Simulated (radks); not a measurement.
# Ti⁴⁺ in [Ar]: an all-electron calculation

The task here is to estimate one member of a computed series from the others.

Program: radks (a radial shooting solver on a logarithmic mesh, Libxc functionals) version 1. Level of theory: scalar-relativistic Kohn-Sham, exchange-only LDA, spin-polarised, spherical densities, point nucleus. These are calculated values, not measurements, unless marked.

**The system**

```
element       : titanium (Z = 22)
charge        : +4
electrons     : 18
configuration : [Ar]
```

Outer shells as boxes (Hund's rule):

Ti⁴⁺
```
[Ne] core
3s [↑↓]
3p [↑↓][↑↓][↑↓]
```

Set-up of the first run:

Settings of this run:

```text
Z 22
configuration [Ar]
relativity scalar-relativistic
functional lda,
spin polarised
nucleus point
c 137.035999084
```

One of the session's tables, all rows but one given; the rest of the session is left out.

It belongs to the step «Shells». Sizes of the orbitals, from the radial functions (bohr):

```
level      <r>  outermost maximum (interpolated)  90 % within  nodes
   1s  0.06974                            0.0456        0.125      0
   2s   0.3259                             0.270        0.506      1
   2p   0.2904                             0.220        0.478      0
   3s   0.9778                             0.858         1.45      2
   3p        ?                                 ?            ?      ?
```

Q: Estimate the row for 3p from the others.

**Answer.** <r>: 1.029; outermost maximum (interpolated): 0.881; 90 % within: 1.57; nodes: 1. In the column «<r>» it is the highest.
